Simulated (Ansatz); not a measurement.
Geometry optimisation, DFT PBE-D3(BJ), scalar-relativistic, plane waves, PAW in Ansatz 0.2.0.

Input:

```yaml
accuracy: low
crystal:
  lattice:
    - [-4.1246, -4.1246, 0.0]
    - [4.1246, -4.1246, 0.0]
    - [0.0, 0.0, 5.2948]
  atoms:
    - { symbol: Si, position: [0.5, 0.5, 0.0] }
    - { symbol: Si, position: [0.0, 0.5, 0.25] }
    - { symbol: O, position: [0.1943, 0.5, 0.0] }
    - { symbol: O, position: [0.0, 0.1943, 0.25] }
    - { symbol: O, position: [0.8057, 0.5, 0.0] }
    - { symbol: O, position: [0.0, 0.8057, 0.25] }
    - { symbol: Si, position: [0.5, 0.5, 0.5] }
    - { symbol: Si, position: [0.0, 0.5, 0.75] }
    - { symbol: O, position: [0.1943, 0.5, 0.5] }
    - { symbol: O, position: [0.0, 0.1943, 0.75] }
    - { symbol: O, position: [0.8057, 0.5, 0.5] }
    - { symbol: O, position: [0.0, 0.8057, 0.75] }
    - { symbol: Si, position: [0.0, 0.0, 0.0] }
    - { symbol: Si, position: [0.5, 0.0, 0.25] }
    - { symbol: O, position: [0.6943, 0.0, 0.0] }
    - { symbol: O, position: [0.5, 0.6943, 0.25] }
    - { symbol: O, position: [0.3057, 0.0, 0.0] }
    - { symbol: O, position: [0.5, 0.3057, 0.25] }
    - { symbol: Si, position: [0.0, 0.0, 0.5] }
    - { symbol: Si, position: [0.5, 0.0, 0.75] }
    - { symbol: O, position: [0.6943, 0.0, 0.5] }
    - { symbol: O, position: [0.5, 0.6943, 0.75] }
    - { symbol: O, position: [0.3057, 0.0, 0.5] }
    - { symbol: O, position: [0.5, 0.3057, 0.75] }
    - { symbol: H, position: [0.7689337, 0.645502, 0.7355858], spin: 1.0 }
magnetization:
  spin_polarized: true
basis:
  ecutwfc: 420.0
kpoints:
  mp_grid: { grid: [2, 2, 2] }
hamiltonian:
  xc: pbe
  dispersion: d3bj
  pseudopotentials: { kind: paw, azcp: { folder: soft_1 } }
scf:
  occupations: { method: fermi_dirac, width: 0.05 }
  lower_state_search: "off"
relax:
  f_tol: 0.08
  max_steps: 25
  adjacent_minimum: "off"
```

Launched with:

```bash
$ ansatz run input.yaml --threads 2 --pin off --max-ram 5120MiB --backend cpu --events-out ev --progress --plain --runs-dir out
```

Q: Where does it end, and by what steps?

A: It converged. Limits of this set-up: coarse k mesh, a small cell, in which the defect meets its images, low accuracy level. After 5 steps the energy has fallen by 1.121 eV; H25 moved furthest, 0.60 Å. Parted: Si8–H25 (1.59 → 2.06 Å).

| step | energy less start (eV) | largest force component (eV/Å) | accepted |
| --- | --- | --- | --- |
| 0 | 0.0000 | 3.312 | yes |
| 1 | -0.5994 | 1.730 | yes |
| 2 | -0.9809 | 0.405 | yes |
| 3 | -1.0753 | 0.387 | yes |
| 4 | -1.1195 | 0.102 | yes |
| 5 | -1.1214 | 0.016 | yes |

```xyz
25
Lattice="-4.1246 -4.1246 0.0000 4.1246 -4.1246 0.0000 0.0000 0.0000 5.2948" Properties=species:S:1:pos:R:3
Si -0.002 -4.083 0.001
Si 2.050 -2.026 1.321
O 1.217 -2.805 0.014
O 0.794 -0.775 1.321
O -1.263 -5.355 0.001
O 3.277 -3.317 1.321
Si -0.002 -4.083 2.640
Si 2.043 -2.042 3.968
O 1.217 -2.805 2.628
O 0.792 -0.784 3.968
O -1.263 -5.355 2.641
O 3.166 -3.456 3.968
Si -0.039 -0.014 0.001
Si -2.090 -2.070 1.321
O -2.902 -2.866 0.001
O 0.807 -4.904 1.321
O -1.257 -1.291 0.014
O -0.835 -3.322 1.321
Si -0.039 -0.014 2.640
Si -2.084 -2.054 3.968
O -2.902 -2.866 2.641
O 0.918 -4.765 3.968
O -1.257 -1.292 2.628
O -0.833 -3.312 3.968
H -0.021 -6.173 3.968
```

Whether the end is a true minimum wasn't checked by a vibrational analysis.

Run time: 36 s on 2 threads of Arm Neoverse V2, with other jobs on the host, peak memory 0.58 GiB.
